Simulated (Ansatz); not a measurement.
**C₂H₇BSeSi: a ladder of functionals and wavefunction methods**

The task here is to estimate one member of a computed series from the others.

Program: Ansatz 0.2.0, Gaussian basis. Level of theory: functionals in def2-TZVPP, the program's frozen cores in correlated methods. These are calculated values, not measurements.

Levels to be run: PBE-D4, r2SCAN-D4, PBE0-D4, B3LYP-D4, ωB97X-V, ωB97M-V, B2PLYP; CCSD(T)/def2-TZVPP; MP2/def2-QZVPP; extrapolation to the limit.

**The geometry**

The geometry comes from an earlier relaxation with PBE0-D4 in a triple-zeta def2 set; it is a stationary point, not always the lowest conformer.

SMILES `C=C([SeH])B[SiH3]`, 12 atoms, charge 0, spin multiplicity 1.

Atoms are counted from 1 here; the program's logs count them from 0.

Bond lengths: C1–C2 1.344 Å, C1–H6 1.087 Å, C1–H7 1.084 Å, C2–Se3 1.911 Å, C2–B4 1.538 Å, Se3–H8 1.466 Å, B4–Si5 2.013 Å, B4–H9 1.201 Å, Si5–H10 1.491 Å, Si5–H11 1.491 Å, Si5–H12 1.491 Å. Angles: C2–C1–H6 123.7°, C2–C1–H7 119.4°, H6–C1–H7 116.9°, C1–C2–Se3 118.4°, C1–C2–B4 118.3°, Se3–C2–B4 123.3°, C2–Se3–H8 95.2°, C2–B4–Si5 130.2°, C2–B4–H9 114.7°, Si5–B4–H9 115.1°, B4–Si5–H10 108.6°, B4–Si5–H11 116.5°, B4–Si5–H12 108.7°, H10–Si5–H11 107.6°, H10–Si5–H12 107.5°, H11–Si5–H12 107.6°.

The first run:

in.yaml

```yaml
crystal:
  periodic: [false, false, false]
  atoms:
    - {symbol: C, position_ang: [-0.922621, 1.938562, 1.004106]}
    - {symbol: C, position_ang: [-0.478733, 0.685630, 0.802861]}
    - {symbol: Se, position_ang: [-0.568673, -0.553969, 2.254210]}
    - {symbol: B, position_ang: [0.080352, 0.324186, -0.583741]}
    - {symbol: Si, position_ang: [0.861804, -1.404173, -1.259119]}
    - {symbol: H, position_ang: [-1.324819, 2.291057, 1.950754]}
    - {symbol: H, position_ang: [-0.885796, 2.653806, 0.190171]}
    - {symbol: H, position_ang: [0.035482, -1.666871, 1.515659]}
    - {symbol: H, position_ang: [0.047064, 1.216572, -1.386758]}
    - {symbol: H, position_ang: [0.057510, -1.865371, -2.427439]}
    - {symbol: H, position_ang: [0.927224, -2.529995, -0.283152]}
    - {symbol: H, position_ang: [2.248207, -1.144634, -1.743551]}
basis:
  gaussian: {orbitals: def2-TZVPP}
hamiltonian: {xc: pbe, dispersion: d4}
output: {forces: true, orbitals: {seedname: orbitals}}
```

Launch:

```bash
$ ansatz run in.yaml --threads 4 --pin off --events-out ev --progress --plain --max-ram 10444MiB
```

Steps of the session up to this table: PBE-D4 (GGA); r2SCAN-D4 (meta-GGA); PBE0-D4 (hybrid); B3LYP-D4 (hybrid); ωB97X-V (range-separated); ωB97M-V (range-separated); B2PLYP (double hybrid); CCSD(T) in def2-TZVPP; MP2 in def2-QZVPP.

One of the session's tables, all rows but one given; the rest of the session is left out.

| method | atomisation energy (kJ/mol) |
| --- | --- |
| PBE-D4 | 4205.6 |
| r2SCAN-D4 | 4157.9 |
| PBE0-D4 | 4150.0 |
| B3LYP-D4 | 4145.4 |
| ωB97X-V | 4144.9 |
| ωB97M-V | ? |
| B2PLYP | 4087.1 |
| HF/def2-TZVPP | 3071.7 |
| MP2/def2-TZVPP | 4065.0 |
| CCSD/def2-TZVPP | 3966.9 |
| CCSD(T)/def2-TZVPP | 4029.8 |
| MP2/CBS | 4163.7 |
| CCSD(T)/CBS | 4128.5 |

Q: Estimate the row for ωB97M-V from the others.

The run gave: atomisation energy (kJ/mol): 4132.2. In the column «atomisation energy (kJ/mol)» it lies between CCSD(T)/CBS (4128.5) and ωB97X-V (4144.9).
